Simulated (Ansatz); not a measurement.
This script for a single point in a Gaussian basis of AlClH₆Si₃, SMILES [AlH2][Si]1(Cl)[SiH2][SiH2]1 with Ansatz 0.2.0 through its Python package holds a mistake.

The script, `alclh6si3.py`:
```python
'''Single point of AlClH6Si3 in a Gaussian basis.'''

import ansatz as az
import numpy as np
import pandas as pd

geometry = (
    az.Crystal.molecule()
    .atom('Al', (0.1906, 2.0841, -1.1232))
    .atom('Si', (0.6149, 0.4126, 0.4135))
    .atom('Cl', (1.7653, 0.7819, 2.0911))
    .atom('Si', (-1.0951, -0.8152, 0.9059))
    .atom('Si', (0.5247, -1.7197, -0.2698))
    .atom('H', (-0.9243, 3.2754, -0.7697))
    .atom('H', (0.8925, 2.1414, -2.5544))
    .atom('H', (-2.3159, -0.4964, 0.0909))
    .atom('H', (-1.221, -1.2403, 2.3562))
    .atom('H', (0.2582, -1.8667, -1.6662))
)

setup = geometry.calculation().basis(gaussian='def2-SVP').functional('b3lyp', dispersion='d4').forces()
summary = setup.session().plan(threads=1).execute().report

print(f'E = {summary["free_energy_ev"]:.6f} eV = {summary["free_energy_ev"] / 27.211386246:.7f} Ha')
print('converged:', summary['converged'], ' doubts:', summary['published_state_doubts'] or 'none')

state = summary['mean_field']['state']
print(f'mean field: {state["energy"]["hartree"]:.7f} Ha, <S^2> = {abs(state["spin_squared"]):.4f}, stability: {state.get("stability", {}).get("kind")}')

symbols = [site.symbol for site in geometry.cartesian_sites]
print('forces (eV/A)')
for symbol, f in zip(symbols, summary['forces_ev_ang']):
    print(f'  {symbol:2s} {f[0]:9.4f} {f[1]:9.4f} {f[2]:9.4f}')

charges = summary['charge_distribution']
table = pd.DataFrame({'atom': symbols, 'mulliken': charges['mulliken_charges_e'], 'lowdin': charges['lowdin_charges_e']})
print(table.round(3).to_string())
print('dipole (e A):', np.round(charges['dipole_moment_e_ang'], 4) + 0.0)
```

```console
$ python alclh6si3.py
E = -42821.431922 eV = -1573.6585977 Ha
converged: True  doubts: none
mean field: -1573.6353499 Ha, <S^2> = 0.7500, stability: minimum
forces (eV/A)
  Al   -0.6030    1.8985   -0.8112
  Si    2.1094    1.1787    0.0888
  Cl    0.4679    0.2801    0.5179
  Si   -3.2532   -1.1563    1.4494
  Si    1.4652   -1.3798    0.2777
  H     0.5578   -0.6730   -0.1629
  H    -0.0704   -0.0763    0.0846
  H    -0.1977   -0.1089    0.4419
  H    -0.2262    0.2070   -0.4820
  H    -0.2499   -0.1700   -1.4042
  atom  mulliken  lowdin
0   Al     0.498   0.276
1   Si     0.052  -0.156
2   Cl    -0.237   0.100
3   Si     0.093   0.094
4   Si     0.025   0.077
5    H    -0.155  -0.119
6    H    -0.152  -0.118
7    H    -0.053  -0.054
8    H    -0.022  -0.036
9    H    -0.050  -0.064
dipole (e A): [-0.1295 -0.0602 -0.1304]
```

The script ran to its end, but the result can't be trusted. Why?

The fault: an atom is missing. Mended:

Script `alclh6si3.py`:
```python
'''Single point of AlClH6Si3 in a Gaussian basis.'''

import ansatz as az
import numpy as np
import pandas as pd

geometry = (
    az.Crystal.molecule()
    .atom('Al', (0.1906, 2.0841, -1.1232))
    .atom('Si', (0.6149, 0.4126, 0.4135))
    .atom('Cl', (1.7653, 0.7819, 2.0911))
    .atom('Si', (-1.0951, -0.8152, 0.9059))
    .atom('Si', (0.5247, -1.7197, -0.2698))
    .atom('H', (-0.9243, 3.2754, -0.7697))
    .atom('H', (0.8925, 2.1414, -2.5544))
    .atom('H', (-2.3159, -0.4964, 0.0909))
    .atom('H', (-1.221, -1.2403, 2.3562))
    .atom('H', (0.2582, -1.8667, -1.6662))
    .atom('H', (1.3753, -2.6141, 0.5463))
)

setup = geometry.calculation().basis(gaussian='def2-SVP').functional('b3lyp', dispersion='d4').forces()
summary = setup.session().plan(threads=1).execute().report

print(f'E = {summary["free_energy_ev"]:.6f} eV = {summary["free_energy_ev"] / 27.211386246:.7f} Ha')
print('converged:', summary['converged'], ' doubts:', summary['published_state_doubts'] or 'none')

state = summary['mean_field']['state']
print(f'mean field: {state["energy"]["hartree"]:.7f} Ha, <S^2> = {abs(state["spin_squared"]):.4f}, stability: {state.get("stability", {}).get("kind")}')

symbols = [site.symbol for site in geometry.cartesian_sites]
print('forces (eV/A)')
for symbol, f in zip(symbols, summary['forces_ev_ang']):
    print(f'  {symbol:2s} {f[0]:9.4f} {f[1]:9.4f} {f[2]:9.4f}')

charges = summary['charge_distribution']
table = pd.DataFrame({'atom': symbols, 'mulliken': charges['mulliken_charges_e'], 'lowdin': charges['lowdin_charges_e']})
print(table.round(3).to_string())
print('dipole (e A):', np.round(charges['dipole_moment_e_ang'], 4) + 0.0)
```

After the fix:

```console
$ python alclh6si3.py
E = -42838.772241 eV = -1574.2958427 Ha
converged: True  doubts: none
mean field: -1574.2725339 Ha, <S^2> = 0.0000, stability: minimum
forces (eV/A)
  Al   -0.6740    1.8858   -0.7591
  Si    1.6412    1.3348    0.1694
  Cl    0.5629    0.2223    0.5046
  Si   -3.2420   -0.6537    1.5617
  Si    1.3127   -1.2712    0.2699
  H     0.5972   -0.6541   -0.1691
  H    -0.0763   -0.0772    0.0646
  H    -0.0854   -0.1228    0.3565
  H    -0.2179    0.1119   -0.5203
  H     0.0250   -0.4559   -1.1703
  H     0.1566   -0.3200   -0.3079
   atom  mulliken  lowdin
0    Al     0.502   0.280
1    Si     0.039  -0.160
2    Cl    -0.245   0.097
3    Si     0.076   0.089
4    Si     0.077   0.106
5     H    -0.158  -0.122
6     H    -0.156  -0.120
7     H    -0.051  -0.049
8     H    -0.024  -0.036
9     H    -0.040  -0.048
10    H    -0.022  -0.035
dipole (e A): [-0.0802 -0.1662 -0.1781]
```

Reading the output:
- Total energies depend on the basis set; only differences at equal settings carry meaning.
- The geometry is a force-field or estimated start, not a minimum of this method, and the basis set is short of its limit.
- The Löwdin charges here are taken after orthogonalising the functions within each atom; they differ from plain Löwdin charges, and their signs can be unphysical.
- b3lyp holds the VWN-RPA fit, as in Gaussian; the form of ORCA and Turbomole is b3lyp5.
- Run time: 6.2 s on 1 thread of Intel(R) Xeon(R) Platinum 8488C (Sapphire Rapids) (shared host), peak memory 0.4 GiB.

(Lines on the test bed's own set-up are left out of the output.)
